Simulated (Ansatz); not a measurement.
# C3H8OSi2: the cost of one run

All numbers below are computed with Ansatz 0.2.0 (RKS PBE0-D4/STO-3G).

### 1 The starting structure

Bond lengths: Si1–C2 1.761 Å, C2–C3 1.301 Å, C3–C4 1.293 Å, C4–O5 1.438 Å, O5–Si6 1.634 Å, Si1–H7 1.517 Å, Si1–H8 1.435 Å, Si1–H9 1.547 Å, C2–H10 1.095 Å, C4–H11 1.003 Å, Si6–H12 1.509 Å, Si6–H13 1.484 Å, Si6–H14 1.508 Å. Angles (14 of 20 angles, heavy atoms first): Si1–C2–C3 119.5°, C2–C3–C4 174.1°, C3–C4–O5 111.4°, C4–O5–Si6 119.7°, Si1–C2–H10 117.2°, C3–C2–H10 123.3°, C2–Si1–H7 110.8°, C2–Si1–H8 114.1°, C2–Si1–H9 111.1°, C3–C4–H11 130.6°, O5–C4–H11 118.0°, O5–Si6–H12 109.2°, O5–Si6–H13 109.8°, O5–Si6–H14 109.5°.

As a file:

```xyz
14

Si   -0.7720    2.0820    1.7538
C     0.7674    1.5772    1.0642
C     0.8055    0.5524    0.2629
C     0.9742   -0.4672   -0.5138
O    -0.2750   -1.1151   -0.8083
Si   -0.2988   -2.4201   -1.7910
H    -1.7330    2.5189    0.6637
H    -1.4030    1.0854    2.5714
H    -0.5976    3.3333    2.6459
H     1.6584    2.1393    1.3629
H     1.8085   -0.8470   -0.9205
H     0.5750   -3.5001   -1.2013
H     0.1905   -2.0420   -3.1403
H    -1.7131   -2.9261   -1.9208
```

### 2 Relaxing the start

The input, input.yaml:

```yaml
crystal:
  periodic: [false, false, false]
  atoms:
    - { symbol: Si, position_ang: [-0.772, 2.082, 1.7538] }
    - { symbol: C, position_ang: [0.7674, 1.5772, 1.0642] }
    - { symbol: C, position_ang: [0.8055, 0.5524, 0.2629] }
    - { symbol: C, position_ang: [0.9742, -0.4672, -0.5138] }
    - { symbol: O, position_ang: [-0.275, -1.1151, -0.8083] }
    - { symbol: Si, position_ang: [-0.2988, -2.4201, -1.791] }
    - { symbol: H, position_ang: [-1.733, 2.5189, 0.6637] }
    - { symbol: H, position_ang: [-1.403, 1.0854, 2.5714] }
    - { symbol: H, position_ang: [-0.5976, 3.3333, 2.6459] }
    - { symbol: H, position_ang: [1.6584, 2.1393, 1.3629] }
    - { symbol: H, position_ang: [1.8085, -0.847, -0.9205] }
    - { symbol: H, position_ang: [0.575, -3.5001, -1.2013] }
    - { symbol: H, position_ang: [0.1905, -2.042, -3.1403] }
    - { symbol: H, position_ang: [-1.7131, -2.9261, -1.9208] }
basis:
  gaussian: { orbitals: STO-3G }
hamiltonian:
  xc: pbe0
  dispersion: d4
relax:
  f_tol: 0.02
  max_steps: 40
scf:
  lower_state_search: "off"
```

On the command line:

```sh
> ansatz run input.yaml --threads 1 --pin off --max-ram 2048MiB --backend cpu --events-out ev --progress --plain --runs-dir out
```

**Question.** How long does this run take on 1 thread of Intel Xeon Platinum 8488C (Sapphire Rapids), shared host, and how much memory does it need?

About 40 s, with a peak of 0.15 GiB.
